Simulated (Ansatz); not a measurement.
# K2SiSb3: what a guessed cell relaxes into

Aim: relax a trial structure of K2SiSb3 and see where it ends.

Computed with Ansatz 0.2.0 (DFT PBE, scalar-relativistic, plane waves, PAW, unless a step's input says otherwise).

### 1 Starting point

Symmetry: R-3m, No. 166, trigonal system. The conventional cell has a = 6.507 Å, b = 6.507 Å, c = 13.756 Å, α = 90.00°, β = 90.00°, γ = 120.00°. K (site symmetry 3m) has 9 Sb at 3.38 to 3.70 Å and 4 K at 3.54 to 3.90 Å and 3 Si at 3.79 Å as nearest neighbours. Si (site symmetry -3m) is surrounded by 6 Sb at 2.96 Å and 6 K at 3.79 Å. Around Sb (site symmetry 2/m) lie 2 Si at 2.96 Å and 4 Sb at 3.25 Å and 2 K at 3.38 Å.

As a file:

```
CELL_PARAMETERS angstrom
3.25362 1.87848 4.58522
-3.25362 1.87848 4.58522
0.00000 -3.75695 4.58522
ATOMIC_POSITIONS crystal
K 0.87122 0.87122 0.87122
K 0.12878 0.12878 0.12878
Si 0.50000 0.50000 0.50000
Sb 0.50000 0.00000 0.50000
Sb 0.50000 0.50000 0.00000
Sb 0.00000 0.50000 0.50000
```

The cell is invented: species swapped into a database cell of Sm2GeRh3 (R-3m, No. 166), with K on the Sm sites, Si on the Ge sites and Sb on the Rh sites. The dimensions are guesses.

### 2 A first look at the guess

Input file input.yaml:

```yaml
crystal:
  lattice:
    - [3.25361518, 1.8784756, 4.58521828]
    - [-3.25361518, 1.8784756, 4.58521828]
    - [0.0, -3.7569512, 4.58521828]
  atoms:
    - { symbol: K, position: [0.87122333, 0.87122333, 0.87122333] }
    - { symbol: K, position: [0.12877667, 0.12877667, 0.12877667] }
    - { symbol: Si, position: [0.5, 0.5, 0.5] }
    - { symbol: Sb, position: [0.5, 0.0, 0.5] }
    - { symbol: Sb, position: [0.5, 0.5, 0.0] }
    - { symbol: Sb, position: [0.0, 0.5, 0.5] }
basis:
  ecutwfc: 420
kpoints:
  mp_grid: { grid: [3, 3, 3] }
hamiltonian:
  xc: pbe
scf:
  occupations: { method: gaussian, width: 0.1 }
  lower_state_search: "off"
output:
  forces: true
  stress: true
  eigenvalues: true
```

Launch:

```sh
> ansatz run input.yaml --threads 1 --pin off --max-ram 2048MiB --backend cpu --events-out ev --progress --plain --runs-dir out
```

The session goes on with these runs: a loose first relaxation; final relaxation.

Before running it: what results should come out? Wanted: conventional cell; volume; energy over the elements; gap on the mesh.

**Answer**, as computed:

| quantity | value |
| --- | --- |
| symmetry at the end (tolerance 0.05 Å) | space group R-3m (No. 166) |
| conventional cell | a = 6.542 Å, b = 6.542 Å, c = 14.487 Å, α = 90.00°, β = 90.00°, γ = 120.00° |
| volume | 29.83 Å³/atom |
| energy over the elements | -0.13 eV/atom |
| gap on the mesh | none (metal) |

The space group R-3m (No. 166) is kept, and the volume per atom grows by 6.4 % from the first guess. It lies below the elements, which doesn't yet make it stable: competing phases were not computed in this session. No finished test with a distortion of lower symmetry is shown, so the end may be a saddle point. The runs treat Sb without spin-orbit coupling.
